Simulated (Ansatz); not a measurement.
# HfC: the cost of one run

Program: Ansatz 0.2.0. Level of theory: DFT PBEsol, scalar-relativistic, plane waves, PAW. These are calculated values, not measurements.

1 further run of the same task is left out (it didn't finish).

## Step 1: The structure to begin with

It takes space group P6_3/mmc (No. 194, hexagonal). The conventional cell has a = 3.233 Å, b = 3.233 Å, c = 5.719 Å, α = 90.00°, β = 90.00°, γ = 120.00°. Hf (site symmetry -3m) has 6 C at 2.35 Å as nearest neighbours. C (site symmetry -6m2) is surrounded by 6 Hf at 2.35 Å.

As a file:

```cif
data_structure
_symmetry_space_group_name_H-M 'P6_3/mmc'
_symmetry_Int_Tables_number 194
_cell_length_a 3.2332
_cell_length_b 3.2332
_cell_length_c 5.7188
_cell_angle_alpha 90.000
_cell_angle_beta 90.000
_cell_angle_gamma 120.000
_cell_volume 51.77
loop_
_atom_site_label
_atom_site_type_symbol
_atom_site_symmetry_multiplicity
_atom_site_Wyckoff_symbol
_atom_site_fract_x
_atom_site_fract_y
_atom_site_fract_z
_atom_site_occupancy
Hf1 Hf 2 a 0.00000 0.00000 0.00000 1
C1 C 2 c 0.33333 0.66667 0.25000 1
```

This cell comes from an earlier session at PBEsol: 12.943 Å³/atom at 0.00 GPa, on a 10×10×6 mesh.

The changes: atom 4 (C) moved 0.12 Å along x; strain e4 = -0.01, atoms carried along.

## Step 2: Atom 4 (C) moved 0.12 Å along x

Input file input.yaml:

```yaml
crystal:
  lattice:
    - [3.2332086791, 0.0, 0.0]
    - [-1.6166043395, 2.8000408518, 0.0]
    - [0.0, 0.0, 5.7187526075]
  atoms:
    - { symbol: Hf, position: [0.0, 0.0, 0.0] }
    - { symbol: Hf, position: [0.0, 0.0, 0.5] }
    - { symbol: C, position: [0.3333333333, 0.6666666667, 0.25] }
    - { symbol: C, position: [0.7037814996, 0.3333333333, 0.75] }
basis:
  ecutwfc: 420
  ecutrho_ratio: 4
kpoints:
  mp_grid: { grid: [10, 10, 6] }
hamiltonian:
  xc: pbesol
scf:
  occupations: { method: gaussian, width: 0.05 }
output:
  forces: true
  stress: true
  eigenvalues: true
  write_density: true
  write_potential: true
  elf: true
  volumetric_format: npy
```

On the command line:

```sh
$ ansatz run input.yaml --threads 4 --pin off --max-ram 4096MiB --backend cpu --events-out ev --progress --plain --runs-dir out
```

Q: Estimate wall time and peak memory on 4 threads of Arm Neoverse N1, shared host.

About 24 s, with a peak of 0.63 GiB.
